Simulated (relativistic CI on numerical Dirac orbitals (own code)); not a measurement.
# Br X (Br⁹⁺): levels and lines

What are the lowest levels and the strongest lines of Br⁹⁺? One CI run answers it; runs with one setting changed show what the result hangs on.

Method: Dirac-Coulomb-Breit CI, KLI orbitals optimised for each configuration, model QED (radiative potential, 1s self-energy scaled to tabulated hydrogen-like ionisation energies). Code: relativistic CI on numerical Dirac orbitals (own code) version 2.

**1. The atom as given**

```
ion                       : Br⁹⁺ (Br X)
nuclear charge            : 35
electrons                 : 26
isotope                   : A = 79
first configuration typed : [Ar] 3d8
```

Outer shells as boxes (Hund's rule):

first configuration typed
```
[Ar] core
3d [↑↓][↑↓][↑↓][↑ ][↑ ]
```

**2. CI with the chosen configurations**

Input settings:

```ini
atom Br  Z=35  charge=9  electrons=26
nucleus A=79  rms_radius_fm=4.1629
hamiltonian dirac-coulomb  breit=on  qed=on  c_scale=1
orbitals kli  potential=per-configuration
slater_scale 1
correlation none
mixing on
configurations
  [Ar] 3d8
  [Ne] 3s2 3p5 3d9
  [Ne] 3s2 3p4 3d10
  [Ar] 3d7 4s
  [Ne] 3s 3p6 3d9
  [Ar] 3d7 4p
  [Ar] 3d6 4s2
  [Ar] 3d7 4d
  [Ne] 3p6 3d10
  [Ar] 3d6 4s 4p
  [Ar] 3d7 5s
  [Ar] 3d7 4f
  [Ar] 3d6 4p2
  [Ar] 3d7 5p
  [Ar] 3d6 4s 4d
  [Ar] 3d7 5d
  [Ar] 3d6 4p 4d
  [Ne] 3s2 3p5 3d8 4s
  [Ar] 3d7 5f
  [Ar] 3d7 6s
  [Ne] 3s 3p5 3d10
  [Ar] 3d7 5g
  [Ar] 3d7 6p
  [Ar] 3d7 6d
  [Ar] 3d6 4d2
  [Ne] 3s2 3p5 3d8 4p
  [Ne] 3s2 3p5 3d7 4s2
  [Ne] 3s2 3p4 3d9 4s
  [Ne] 3s2 3p5 3d7 4s 4p
  [Ne] 3s2 3p4 3d9 4p
  [Ne] 3s2 3p5 3d8 4d
  [Ne] 3s2 3p5 3d7 4p2
  [Ne] 3s 3p6 3d8 4s
  [Ne] 3s2 3p4 3d9 4d
  [Ne] 3s 3p6 3d7 4s2
  [Ne] 3s 3p6 3d8 5s
end
```

**3. Correlation estimate p86**

The settings differ from step 2 so:

```diff
@@ -5,3 +5,3 @@
 slater_scale 1
-correlation none
+correlation p86
 mixing on
```

**4. Without QED terms**

The settings differ from step 3 so:

```diff
@@ -2,6 +2,6 @@
 nucleus A=79  rms_radius_fm=4.1629
-hamiltonian dirac-coulomb  breit=on  qed=on  c_scale=1
+hamiltonian dirac-coulomb  breit=on  qed=off  c_scale=1
 orbitals kli  potential=per-configuration
 slater_scale 1
-correlation p86
+correlation none
 mixing on
```

**5. One common potential**

The settings differ from step 4 so:

```diff
@@ -2,4 +2,4 @@
 nucleus A=79  rms_radius_fm=4.1629
-hamiltonian dirac-coulomb  breit=on  qed=off  c_scale=1
-orbitals kli  potential=per-configuration
+hamiltonian dirac-coulomb  breit=on  qed=on  c_scale=1
+orbitals kli  potential=mean
 slater_scale 1
```

(Steps that only read results are left out.)

Q: Predict the outcome of this session. Wanted: lowest level; first excitation; lowest level of the other parity; fastest E1 line; ionisation energy.

The runs gave:

| run | time | mean size of shift, levels followed (cm⁻¹) | lowest level | ionisation energy (eV) |
| --- | --- | --- | --- | --- |
| main run | 13 s | 0 | 3d8 3F4 | 261.16 |
| correlation estimate p86 | 13 s | 3374 | 3d8 3F4 | 262.86 |
| without QED terms | 11 s | 165 | 3d8 3F4 | 261.15 |
| one common potential | 12 s | 2761 | 3d8 3F4 | - |

The tabulated theoretical ionisation energy (NIST) is 261 eV.

```
                                                                         quantity                             value
                                                                     lowest level                           3d8 3F4
                                                                 first excitation              3d8 3F3, 7538.3 cm⁻¹
                                                 lowest level of the other parity         3p5 3d9 3F°4, 897771 cm⁻¹
                                                              levels in the model                              9897
fastest E1 line (by rate) to the lowest level among the lowest 400 of 9897 levels  7.073 nm, from 3d7 4f 3G°5 + 3I°
                                                                ionisation energy                         261.16 eV
                                  ionisation energy, tabulated theoretical (NIST)                            261 eV
```

**Reading.** 3d8 3F4 comes out lowest; its LS label holds 99 % and its jj label 85 %; over the low levels the means are 92 and 65 %, so LS coupling describes them better. The ionisation energy agrees with the tabulated theoretical value within its uncertainty of 2.2 eV. Of the changes tried, the run «correlation estimate p86» moves the low levels most, by 3374 cm⁻¹ on average. Lifetimes count radiative decay inside the model alone.
